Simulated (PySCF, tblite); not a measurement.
**C5H12Si2: geometry, infrared bands and NMR shifts**

Aim: predict the infrared bands and NMR shifts of C5H12Si2 (`C[C@]12C[C@H](C1)[SiH2][SiH2]2`).

Programs: tblite 0.8.0 and PySCF 2.14.0, with density-fitted response routines of our own. Each step states its level of theory. These are calculated values for one molecule in the gas phase, unless marked as measured. Atoms are numbered from 0 throughout.

### 1 The molecule as given

19 atoms, charge 0, multiplicity 1; geometry from: force field or distance geometry start.

Bonds of the start (Å): C0–C1 1.51, C1–C2 1.57, C2–C3 1.58, C3–C4 1.55, C3–Si5 2.03, Si5–Si6 2.36, C4–C1 1.56, Si6–C1 2.20, C0–H7 1.10, C0–H8 1.09, C0–H9 1.09, C2–H10 1.10, C2–H11 1.09, C3–H12 1.09, C4–H13 1.11, C4–H14 1.11, Si5–H15 1.50, Si5–H16 1.49, Si6–H17 1.48, Si6–H18 1.49.

### 2 Optimising the geometry with GFN2-xTB

What the job is given:

```
{"job": {"kind": "relax", "xc": "GFN2-xTB", "basis": "xTB"}, "charge": 0, "multiplicity": 1}
C      2.061000    -0.350700    -0.843100
C      0.631100    -0.190600    -0.370600
C     -0.249200    -1.402400     0.113000
C     -1.478600    -0.464100    -0.221200
C     -0.566300     0.190300    -1.290200
Si    -1.750600     0.832500     1.318100
Si     0.567300     1.255200     1.286600
H      2.461500     0.605800    -1.207000
H      2.714100    -0.718500    -0.045800
H      2.099100    -1.068200    -1.662000
H     -0.194900    -2.278600    -0.547800
H     -0.142200    -1.751600     1.141300
H     -2.422100    -0.927800    -0.515200
H     -0.560300    -0.345300    -2.258200
H     -0.720500     1.262100    -1.513900
H     -2.219900     0.125100     2.552900
H     -2.575900     1.992900     0.893600
H      0.985300     2.564000     0.740600
H      1.351200     0.679100     2.421300
```

Started as:

```bash
OMP_NUM_THREADS=1 python probes_run.py task.json out
```

This one command runs all jobs of the session in turn.

**Question.** This job is followed by: GFN2-xTB harmonic vibrations, gas phase; GIAO PBE0/pcSseg-1 NMR shielding, non-relativistic, gas phase. What will the session give for the following? strongest single infrared mode (GFN2-xTB); zero-point energy (GFN2-xTB); 13C shifts against TMS (PBE0/pcSseg-1, means over atoms taken as alike); 1H shifts against TMS (PBE0/pcSseg-1, means over atoms taken as alike); 29Si shifts against TMS (PBE0/pcSseg-1); surface potential, 1st and 99th percentile.

As calculated:

| quantity | value |
| --- | --- |
| strongest single infrared mode (GFN2-xTB) | 2213 cm⁻¹, 914 km/mol |
| zero-point energy (GFN2-xTB) | 93.6 kcal/mol |
| 13C shifts against TMS (PBE0/pcSseg-1, means over atoms taken as alike) | 40.2, 34.7, 26.2, 19.0 ppm |
| 1H shifts against TMS (PBE0/pcSseg-1, means over atoms taken as alike) | 4.00, 3.76, 1.89, 1.84, 1.47, 1.31 ppm |
| 29Si shifts against TMS (PBE0/pcSseg-1) | -61.1, -63.5 ppm |
| surface potential, 1st and 99th percentile | -0.04 V and 0.79 V |

What this shows: The optimisation took 40 steps and gained 0.783 eV; among the close pairs (by a distance rule), C1–Si6 changed most, from 2.200 to 1.922 Å. No mode is imaginary among the 51: a minimum at this level. GFN2-xTB is a fitted tight-binding method: band positions and strengths are rough. Its intensities can rank the bands wrongly. At PBE0/pcSseg-1: The largest span, 102 ppm, is at Si6, where the paramagnetic term is -468 ppm.
